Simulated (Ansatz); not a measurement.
**S (triplet): energies up the ladder**

Wanted for S (triplet): energies up the ladder. Spin multiplicity 3.

Method: the levels named in each step, in Ansatz 0.2.0.

## (1) The starting structure

Structure file:

```xyz
1

S     0.0000    0.0000    0.0000
```

## (2) Single point, PBE0/def2-TZVPPD

input.yaml

```yaml
crystal:
  periodic: [false, false, false]
  atoms:
    - { symbol: S, position_ang: [0.0, 0.0, 0.0] }
magnetization:
  spin_polarized: true
  initial_magnetization: 2
basis:
  gaussian: { orbitals: def2-TZVPPD.json }
hamiltonian:
  xc: pbe0
```

Command:

```console
ansatz run input.yaml --threads 1 --pin off --max-ram 2560MiB --backend cpu --events-out ev --progress --plain --runs-dir out
```

The runs that follow: Single point, PBE/def2-TZVPPD; Single point, r2SCAN/def2-TZVPPD; Single point, B3LYP/def2-TZVPPD; Single point, wB97M-V/def2-TZVPPD; Single point, B2PLYP/def2-TZVPPD; Single point, LDA/def2-TZVPPD; Single point, PBE0/def2-SVPD; Single point, PBE/def2-SVPD; Single point, CCSD(T)/def2-TZVPPD; Single point, CCSD(T)/def2-QZVPPD.

Q: Predict the outcome of this session. Wanted: energy at CCSD(T)/CBS.

As calculated:

```
             quantity          value
energy at CCSD(T)/CBS  -10821.365 eV
```

**Reading.** These totals serve in differences with atoms or fragments at the same level; alone they don't rank the methods.
